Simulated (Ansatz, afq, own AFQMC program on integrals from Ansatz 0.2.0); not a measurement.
# GeO− (quartet): quantum Monte Carlo beside coupled cluster, aug-cc-pVTZ, part 1 of 2

How near does AFQMC come to the top of the ladder for GeO− (quartet)?

Method: aug-cc-pVTZ, frozen cores; program: Ansatz 0.2.0, Gaussian basis, and an in-house AFQMC program (afq) on its integrals; all values are calculated.

To be run: CCSD(T) on ROHF; PBE (unrestricted); r2SCAN (unrestricted); PBE0 (unrestricted); B3LYP (unrestricted); wB97M-V (unrestricted); B2PLYP (unrestricted); Phaseless AFQMC, CISD trial on ROHF; Phaseless AFQMC, single-determinant trial on ROHF; Free-projection AFQMC, CISD trial on ROHF; CCSD(T) on UHF; CCSD(T) on UHF; CCSD(T) on UHF; Phaseless AFQMC, CISD trial on UHF; Phaseless AFQMC, single-determinant trial on UHF; Free-projection AFQMC, CISD trial on UHF.

## (1) The geometry

The geometry is a PBE0/def2-TZVP stationary point (not a proven minimum) of the parent state, kept for this charge and spin. No spin-orbit coupling is included. The filled d shell of Ge may be among the frozen orbitals whatever the setting's name suggests; the logs give the count.

2 atoms, charge -1, spin multiplicity 4.

Atoms are counted from 1 here; the program's logs count them from 0.

Bond lengths: Ge1–O2 1.850 Å.

## (2) CCSD(T) on ROHF

Input file in.yaml:

```yaml
crystal:
  periodic: [false, false, false]
  atoms:
    - {symbol: Ge, position_ang: [0.000000, 0.000000, 0.000000]}
    - {symbol: O, position_ang: [0.000000, 0.000000, 1.850446]}
basis:
  gaussian: {orbitals: aug-cc-pVTZ}
total_charge: -1
magnetization: {spin_polarized: false, initial_magnetization: 3}
correlation: {method: ccsd_t, electrons: outside_noble_gas, hamiltonian_folder: ham}
```

On the command line:

```console
> ansatz run in.yaml --threads 1 --pin off --events-out ev --progress --plain --max-ram 24576MiB --backend cuda --devices 0, --max-vram 18GiB
```

What it wrote, cut to the lines that bear on the results:

```text
Functional definition: HF
  name "HF"
  cite "Fock, Z. Phys. 61, 126 (1930) doi:10.1007/BF01340294"
  parent pbe
[...]
662 factors; integrals over basis functions are off by at most 1.0e-3 eV
[...]
mean field -58511.10673223 eV, -2150.2435121570 hartree, gradient 2.0e-6 eV, S^2 3.750000; 19 other end points of the search recorded, 0 dependent functions left out
[...]
determinant -58511.10673223 eV, -2150.2435121570 hartree, with singles and doubles -58519.41387930 eV, -2150.5487941808 hartree
determinant -58510.18761950 eV, -2150.2097353868 hartree, with singles and doubles -58519.04658535 eV, -2150.5352963772 hartree
determinant -58509.52355918 eV, -2150.1853316202 hartree, with singles and doubles -58517.71753989 eV, -2150.4864548575 hartree
determinant -58509.27253697 eV, -2150.1761067242 hartree, with singles and doubles -58517.46002173 eV, -2150.4769912395 hartree
determinant -58509.21358924 eV, -2150.1739404352 hartree, with singles and doubles -58517.46305927 eV, -2150.4771028672 hartree
determinant -58509.01326780 eV, -2150.1665787579 hartree, with singles and doubles -58517.11117775 eV, -2150.4641714596 hartree
determinant -58508.97329683 eV, -2150.1651098521 hartree, with singles and doubles -58517.20741951 eV, -2150.4677082791 hartree
determinant -58508.77552276 eV, -2150.1578417889 hartree, with singles and doubles -58516.97272328 eV, -2150.4590833518 hartree
determinant -58508.73607440 eV, -2150.1563920886 hartree, with singles and doubles -58516.81679814 eV, -2150.4533532087 hartree
determinant -58508.59469207 eV, -2150.1511963836 hartree, with singles and doubles -58516.77476430 eV, -2150.4518084934 hartree
determinant -58507.84410884 eV, -2150.1236129588 hartree, with singles and doubles -58516.42679876 eV, -2150.4390209957 hartree
determinant -58511.10673223 eV, -2150.2435121570 hartree, with singles and doubles -58519.35736164 eV, -2150.5467171951 hartree
determinant -58510.18761950 eV, -2150.2097353868 hartree, with singles and doubles -58519.01608050 eV, -2150.5341753445 hartree
15 core orbitals not correlated: weight in the atoms' cores, before any rotation towards them, 0.990 or more for the frozen orbitals, at most 0.009 for the correlated occupied ones
reference -58511.10673223 eV, -2150.2435121570 hartree; 7, 4 occupied and 83, 86 virtual orbitals, 662 factors
second order -7.53686497 eV of doubles, -0.14579626 eV of singles
cycle   1  -8.25063135 eV  change   -1.9e-6 eV  update   3.5e-6
perturbative correction -0.32626296 eV, -0.0119899425 hartree
Total energy: -58519.68362654 eV, -2150.5587072091 hartree
```

Run time: 13 s. Hardware: 1 × NVIDIA H100 80GB HBM3 with 1 thread of AMD EPYC 7R13 (Zen 3), shared host; peak host memory 1.8 GiB.

From the report: correlation -8.5769 eV; T1 0.023; largest double amplitude 0.03.

This run also writes the integrals to the folder ham.

## (3) PBE (unrestricted)

Input file in.yaml:

```yaml
crystal:
  periodic: [false, false, false]
  atoms:
    - {symbol: Ge, position_ang: [0.000000, 0.000000, 0.000000]}
    - {symbol: O, position_ang: [0.000000, 0.000000, 1.850446]}
basis:
  gaussian: {orbitals: aug-cc-pVTZ}
total_charge: -1
magnetization: {spin_polarized: true, initial_magnetization: 3}
hamiltonian: {xc: {name: PBE}}
output: {orbitals: {seedname: orbitals}}
```

On the command line:

```console
> ansatz run in.yaml --threads 1 --pin off --events-out ev --progress --plain --max-ram 8192MiB --backend cpu
```

What it wrote, cut to the lines that bear on the results:

```text
Functional definition: PBE
  name "PBE"
  cite "Perdew, Burke & Ernzerhof, Phys. Rev. Lett. 77, 3865 (1996) doi:10.1103/PhysRevLett.77.3865"
  parent pbe
[...]
654 factors; their error is unknown
[...]
mean field -58554.06548307 eV, -2151.8222171319 hartree, gradient 8.0e-6 eV, S^2 3.754441; 15 other end points of the search recorded, 0 dependent functions left out
reference -58554.06552302 eV, -2151.8222186000 hartree; 22, 19 occupied and 83, 86 virtual orbitals, 654 factors
Total energy: -58554.06552302 eV, -2151.8222186000 hartree
```

Wall time 19 s (1 thread of AMD EPYC 7R13 (Zen 3), shared host); peak memory 1.8 GiB.

From the report: ⟨S²⟩ of the determinant 3.754 (pure quartet: 3.75).

## (4) r2SCAN (unrestricted)

Changes to in.yaml since step 3:

```diff
@@ -9,3 +9,2 @@
 magnetization: {spin_polarized: true, initial_magnetization: 3}
-hamiltonian: {xc: {name: PBE}}
-output: {orbitals: {seedname: orbitals}}
+hamiltonian: {xc: {name: r2SCAN}}
```

Same command.

What it wrote, cut to the lines that bear on the results:

```text
Functional definition: r2SCAN
  name "r2SCAN"
  cite "Furness, Kaplan, Ning, Perdew & Sun, J. Phys. Chem. Lett. 11, 8208 (2020) doi:10.1021/acs.jpclett.0c02405"
  cite "Furness, Kaplan, Ning, Perdew & Sun, J. Phys. Chem. Lett. 11, 9248 (2020) doi:10.1021/acs.jpclett.0c03077"
  parent r2scan
[...]
654 factors; their error is unknown
[...]
mean field -58563.53862388 eV, -2152.1703486355 hartree, gradient 3.2e-6 eV, S^2 3.766281; 6 other end points of the search recorded, 0 dependent functions left out
reference -58563.53867052 eV, -2152.1703503495 hartree; 22, 19 occupied and 83, 86 virtual orbitals, 654 factors
Total energy: -58563.53867052 eV, -2152.1703503495 hartree
```

Run time: 19 s. Hardware: 1 thread of AMD EPYC 7R13 (Zen 3), shared host; peak memory 1.8 GiB.

From the report: ⟨S²⟩ of the determinant 3.766 (pure quartet: 3.75).

## (5) PBE0 (unrestricted)

Changes to in.yaml since step 4:

```diff
@@ -9,2 +9,3 @@
 magnetization: {spin_polarized: true, initial_magnetization: 3}
-hamiltonian: {xc: {name: r2SCAN}}
+hamiltonian: {xc: {name: PBE0}}
+output: {orbitals: {seedname: orbitals}}
```

Same command.

What it wrote:

```text
Functional definition: PBE0
  name "PBE0"
  cite "Adamo & Barone, J. Chem. Phys. 110, 6158 (1999) doi:10.1063/1.478522"
  cite "Perdew, Burke & Ernzerhof, Phys. Rev. Lett. 77, 3865 (1996) doi:10.1103/PhysRevLett.77.3865"
  parent pbe
  parameter a = 0.25
  parameter kappa = 0.804
  parameter beta = 0.06672455060314922
  exchange = (1 - a)*pbe_x(kappa = kappa, mu = beta*pi^2/3) + a*exact_x
  correlation = pbe_c(beta = beta)
720 factors; their error is unknown
mean field evaluation 1: about -58543.8142 eV, gradient 4.5e1 eV
mean field evaluation 2: about -58510.9365 eV, gradient 1.1e2 eV
mean field evaluation 4: about -58554.9659 eV, gradient 7.8e0 eV
mean field evaluation 8: about -58555.1803 eV, gradient 1.2e-1 eV
mean field evaluation 16: about -58555.4293 eV, gradient 8.5e-5 eV
mean field -58555.42929672 eV, -2151.8723363590 hartree, gradient 3.4e-6 eV, S^2 3.760220; 1 other end points of the search recorded, 0 dependent functions left out
reference -58555.42932827 eV, -2151.8723375183 hartree; 22, 19 occupied and 83, 86 virtual orbitals, 720 factors
Total energy: -58555.42932827 eV, -2151.8723375183 hartree
```

It took 6 s on 1 thread of AMD EPYC 7R13 (Zen 3), shared host; peak memory 1.8 GiB.

From the report: ⟨S²⟩ of the determinant 3.760 (pure quartet: 3.75).

## (6) B3LYP (unrestricted)

Changes to in.yaml since step 5:

```diff
@@ -9,3 +9,2 @@
 magnetization: {spin_polarized: true, initial_magnetization: 3}
-hamiltonian: {xc: {name: PBE0}}
-output: {orbitals: {seedname: orbitals}}
+hamiltonian: {xc: {name: B3LYP}}
```

Same command.

What it wrote, cut to the lines that bear on the results:

```text
Functional definition: B3LYP
  name "B3LYP"
  cite "Stephens, Devlin, Chabalowski & Frisch, J. Phys. Chem. 98, 11623 (1994) doi:10.1021/j100096a001"
  cite "Becke, Phys. Rev. A 38, 3098 (1988) doi:10.1103/PhysRevA.38.3098"
  cite "Lee, Yang & Parr, Phys. Rev. B 37, 785 (1988) doi:10.1103/PhysRevB.37.785"
  cite "Vosko, Wilk & Nusair, Can. J. Phys. 58, 1200 (1980) doi:10.1139/p80-159"
[...]
711 factors; their error is unknown
[...]
mean field -58566.03902801 eV, -2152.2622367925 hartree, gradient 9.9e-6 eV, S^2 3.757857; 1 other end points of the search recorded, 0 dependent functions left out
reference -58566.03919669 eV, -2152.2622429913 hartree; 22, 19 occupied and 83, 86 virtual orbitals, 711 factors
Total energy: -58566.03919669 eV, -2152.2622429913 hartree
```

It took 7 s on 1 thread of AMD EPYC 7R13 (Zen 3), shared host; peak memory 1.8 GiB.

From the report: ⟨S²⟩ of the determinant 3.758 (pure quartet: 3.75).

## (7) wB97M-V (unrestricted)

Changes to in.yaml since step 6:

```diff
@@ -9,2 +9,3 @@
 magnetization: {spin_polarized: true, initial_magnetization: 3}
-hamiltonian: {xc: {name: B3LYP}}
+hamiltonian: {xc: {name: wB97M-V}}
+output: {orbitals: {seedname: orbitals}}
```

The command is unchanged.

What it wrote, cut to the lines that bear on the results:

```text
Functional definition: wB97M-V
  name "wB97M-V"
  cite "Mardirossian & Head-Gordon, J. Chem. Phys. 144, 214110 (2016) doi:10.1063/1.4952647"
  cite "Becke, J. Chem. Phys. 107, 8554 (1997) doi:10.1063/1.475007"
  cite "Vydrov & Van Voorhis, J. Chem. Phys. 133, 244103 (2010) doi:10.1063/1.3521275"
  # Of w^i u^j: cxij and so on, Table III.
[...]
  gx(w, u) = 1 - cx + cx01*u + cx10*w
  gss(w, u) = css00 + css04*u^4 + css10*w + css20*w^2 + css43*w^4*u^3
  gos(w, u) = cos00 + cos10*w + (cos20 + cos21*u)*w^2 + (cos60 + cos61*u)*w^6
[...]
      + integral(e_c_pw_mod_opposite_spin*gos(b97_w_opposite, b97_u_opposite)) + vv10(b, c)
691 factors; their error is unknown
165 factors; integrals over basis functions are off by at most 9.0e-5 eV
[...]
mean field -58561.02867778 eV, -2152.0781098176 hartree, gradient 4.9e-6 eV, S^2 3.759252; 4 other end points of the search recorded, 0 dependent functions left out
reference -58561.02871012 eV, -2152.0781110060 hartree; 22, 19 occupied and 83, 86 virtual orbitals, 691 factors
Total energy: -58561.02871012 eV, -2152.0781110060 hartree
```

It took 45 s on 1 thread of AMD EPYC 7R13 (Zen 3), shared host; peak memory 1.8 GiB.

From the report: ⟨S²⟩ of the determinant 3.759 (pure quartet: 3.75).

## (8) B2PLYP (unrestricted)

Changes to in.yaml since step 7:

```diff
@@ -9,3 +9,3 @@
 magnetization: {spin_polarized: true, initial_magnetization: 3}
-hamiltonian: {xc: {name: wB97M-V}}
-output: {orbitals: {seedname: orbitals}}
+hamiltonian: {xc: {name: B2PLYP}}
+correlation: {electrons: outside_noble_gas}
```

Same command.

What it wrote, cut to the lines that bear on the results:

```text
Functional definition: B2PLYP
  name "B2PLYP"
  cite "Grimme, J. Chem. Phys. 124, 034108 (2006) doi:10.1063/1.2148954"
  cite "Becke, Phys. Rev. A 38, 3098 (1988) doi:10.1103/PhysRevA.38.3098"
  cite "Lee, Yang & Parr, Phys. Rev. B 37, 785 (1988) doi:10.1103/PhysRevB.37.785"
[...]
662 factors; integrals over basis functions are off by at most 1.0e-3 eV
[...]
mean field -58549.79146371 eV, -2151.6651498172 hartree, gradient 6.1e-6 eV, S^2 3.766367; 2 other end points of the search recorded, 0 dependent functions left out
15 core orbitals not correlated: weight in the atoms' cores, before any rotation towards them, 0.987 or more for the frozen orbitals, at most 0.012 for the correlated occupied ones
reference -58549.79157191 eV, -2151.6651537936 hartree; 7, 4 occupied and 83, 86 virtual orbitals, 662 factors
second order -9.08019337 eV of doubles, -0.00000000 eV of singles
Total energy: -58552.24322412 eV, -2151.7552503505 hartree
```

It took 6.5 s on 1 thread of AMD EPYC 7R13 (Zen 3), shared host; peak memory 1.8 GiB.

From the report: ⟨S²⟩ of the determinant 3.766 (pure quartet: 3.75).

## (9) Phaseless AFQMC, CISD trial on ROHF

It reads the integrals that the CCSD(T) run on this determinant wrote.

On the command line:

```console
> afq ham --method phaseless --trial cisd --walkers 600 --populations 10 --least-time 60 --time-step 0.005 --steps-per-block 50 --equilibration-blocks 28 --max-blocks 4000 --target-error 0.0002 --factor-cut 1e-05 --start spin_pure --seed 840 --release-times 0.24,0.51,0.99,1.62,2.4 --release-step 0.03 --release-every 3 --taylor-order 6
```

What it wrote:

```text
orbitals 90  electrons 7 4  factors 614 of 662
reference energy -2150.24351216 Eh
CCSD correlation -0.30320525 Eh in 14 cycles, weight of the determinant in the CISD state 0.8805
energy of the start -2150.546709 Eh
 block  time / (1/Eh)  mean weight  energy / Eh
     1     0.250  0.9997  -2150.545123
     2     0.500  0.9990  -2150.549242
     3     0.750  1.0008  -2150.551841
     4     1.000  0.9986  -2150.554197
     5     1.250  0.9997  -2150.556365
     6     1.500  1.0005  -2150.557221
     7     1.750  0.9990  -2150.560234
     8     2.000  0.9994  -2150.558930
     9     2.250  0.9994  -2150.558750
    10     2.500  1.0005  -2150.559683
    11     2.750  1.0003  -2150.560306
    16     4.000  1.0015  -2150.559896
    21     5.250  1.0009  -2150.560281
    26     6.500  0.9986  -2150.556920
    31     7.750  0.9989  -2150.561227
    36     9.000  0.9998  -2150.559344
    41    10.250  0.9994  -2150.557524
    46    11.500  1.0010  -2150.559075
    51    12.750  0.9996  -2150.561015
    56    14.000  1.0003  -2150.560549
    61    15.250  0.9992  -2150.562669
    66    16.500  0.9999  -2150.557431
    71    17.750  1.0001  -2150.556310
    76    19.000  1.0000  -2150.560065
    81    20.250  1.0005  -2150.559356
    86    21.500  0.9998  -2150.560215
    91    22.750  1.0004  -2150.557085
    96    24.000  1.0002  -2150.558862
   101    25.250  1.0013  -2150.558330
   106    26.500  1.0010  -2150.558231
   111    27.750  1.0000  -2150.561564
   116    29.000  0.9996  -2150.557306
   121    30.250  1.0005  -2150.559130
   126    31.500  1.0007  -2150.557137
   131    32.750  0.9994  -2150.559593
   136    34.000  0.9988  -2150.558494
   141    35.250  0.9993  -2150.560716
   146    36.500  0.9994  -2150.557363
   151    37.750  1.0013  -2150.557149
   156    39.000  0.9986  -2150.559358
   161    40.250  1.0000  -2150.559194
   166    41.500  0.9997  -2150.556619
   171    42.750  1.0002  -2150.558014
   176    44.000  1.0006  -2150.558402
   181    45.250  1.0007  -2150.558200
   186    46.500  1.0004  -2150.557734
   191    47.750  1.0002  -2150.560668
   196    49.000  0.9994  -2150.557538
   201    50.250  0.9997  -2150.557129
   206    51.500  0.9986  -2150.558145
   211    52.750  0.9989  -2150.556744
   216    54.000  1.0005  -2150.556024
   221    55.250  1.0002  -2150.560190
   226    56.500  1.0001  -2150.558467
error from the spread of 10 populations
released: time / (1/Eh)  energy / Eh  error  mean overlap
  0.24  -2150.559243  0.000184  0.9953
  0.51  -2150.559848  0.000383  0.9926
  0.99  -2150.559761  0.000232  0.9994
  1.62  -2150.559937  0.000224  0.9944
  2.40  -2150.560009  0.000292  0.9844
energy -2150.558888 +/- 0.000194 Eh
```

Run time: 93 s. Hardware: 1 × NVIDIA H100 80GB HBM3 with 2 threads of AMD EPYC 7R13 (Zen 3), shared host; peak host memory 1.8 GiB.

Energy -58519.6885 ± 0.0053 eV. Caveats: constraint bias not in the error.

## (10) Phaseless AFQMC, single-determinant trial on ROHF

It reads the integrals that the CCSD(T) run on this determinant wrote.

On the command line:

```console
> afq ham --method phaseless --trial hf --walkers 600 --populations 10 --least-time 40 --time-step 0.005 --steps-per-block 20 --equilibration-blocks 112 --max-blocks 4000 --target-error 0.001 --factor-cut 1e-05 --start spin_pure --seed 8884 --taylor-order 6
```

What it wrote:

```text
orbitals 90  electrons 7 4  factors 614 of 662
reference energy -2150.24351216 Eh
CCSD correlation -0.30320525 Eh in 14 cycles, weight of the determinant in the CISD state 0.8805
energy of the start -2150.243528 Eh
 block  time / (1/Eh)  mean weight  energy / Eh
     1     0.100  1.0025  -2150.346393
     2     0.200  1.0011  -2150.398392
     3     0.300  1.0011  -2150.429464
     4     0.400  1.0012  -2150.469963
     5     0.500  1.0006  -2150.483711
     6     0.600  1.0013  -2150.500178
     7     0.700  1.0007  -2150.506074
     8     0.800  1.0013  -2150.510836
     9     0.900  1.0008  -2150.509382
    10     1.000  1.0014  -2150.511936
    17     1.700  1.0006  -2150.548760
    33     3.300  1.0002  -2150.532150
    49     4.900  1.0004  -2150.547727
    65     6.500  1.0008  -2150.560109
    81     8.100  1.0000  -2150.545569
    97     9.700  0.9994  -2150.553155
   113    11.300  0.9992  -2150.558498
   129    12.900  0.9997  -2150.561143
   145    14.500  0.9989  -2150.548102
   161    16.100  1.0002  -2150.553825
   177    17.700  1.0002  -2150.538495
   193    19.300  0.9994  -2150.544114
   209    20.900  0.9996  -2150.543734
   225    22.500  1.0009  -2150.562263
   241    24.100  1.0000  -2150.558571
   257    25.700  1.0002  -2150.556457
   273    27.300  0.9993  -2150.549521
   289    28.900  0.9987  -2150.557043
   305    30.500  1.0002  -2150.552617
   321    32.100  1.0019  -2150.550405
   337    33.700  0.9989  -2150.566122
   353    35.300  1.0005  -2150.554746
   369    36.900  0.9987  -2150.557309
   385    38.500  1.0001  -2150.552204
   401    40.100  0.9993  -2150.560153
   417    41.700  1.0003  -2150.551164
   433    43.300  0.9991  -2150.551151
   449    44.900  1.0021  -2150.563803
   465    46.500  1.0017  -2150.567941
   481    48.100  0.9986  -2150.550428
   497    49.700  1.0010  -2150.566634
   513    51.300  0.9997  -2150.540473
   529    52.900  0.9996  -2150.548064
   545    54.500  0.9992  -2150.546466
   561    56.100  1.0021  -2150.543913
   577    57.700  1.0015  -2150.552619
   593    59.300  0.9986  -2150.549730
   609    60.900  1.0002  -2150.549169
   625    62.500  1.0003  -2150.560904
   641    64.100  0.9995  -2150.562733
   657    65.700  1.0001  -2150.563744
error from the spread of 10 populations
energy -2150.555222 +/- 0.000971 Eh
```

It took 54 s on 1 × NVIDIA H100 80GB HBM3 with 2 threads of AMD EPYC 7R13 (Zen 3), shared host; peak host memory 1.8 GiB.

Energy -58519.5888 ± 0.0264 eV. Caveats: constraint bias not in the error.

## (11) Free-projection AFQMC, CISD trial on ROHF

It reads the integrals that the CCSD(T) run on this determinant wrote.

On the command line:

```console
> afq ham --method free --trial cisd --walkers 600 --time-step 0.03 --max-blocks 4000 --target-error 0.0004 --factor-cut 1e-05 --seed 4391 --times 0,0.21,0.42,0.81,1.2,1.8,2.4,3 --taylor-order 8
```

What it wrote:

```text
orbitals 90  electrons 7 4  factors 614 of 662
reference energy -2150.24351216 Eh
CCSD correlation -0.30320525 Eh in 14 cycles, weight of the determinant in the CISD state 0.8805
repeat  energy at the last time / Eh  error
    10  -2150.560528  0.000787
    20  -2150.560295  0.000529
    30  -2150.560485  0.000417
    40  -2150.560366  0.000397
time / (1/Eh)  energy / Eh  error  mean overlap
  0.00  -2150.546885  0.000120  1.1358
  0.21  -2150.554127  0.000131  1.1334
  0.42  -2150.556276  0.000153  1.1374
  0.81  -2150.558224  0.000165  1.1343
  1.20  -2150.558817  0.000204  1.1366
  1.80  -2150.559606  0.000308  1.1508
  2.40  -2150.559882  0.000283  1.1473
  3.00  -2150.560360  0.000387  1.1529
energy -2150.560360 +/- 0.000387 Eh
```

Wall time 33 s (1 × NVIDIA H100 80GB HBM3 with 2 threads of AMD EPYC 7R13 (Zen 3), shared host); peak host memory 1.8 GiB.

Energy -58519.7286 ± 0.0105 eV. Caveats: remainder of the start not in the error.

(Continued in part 2 of 2.)
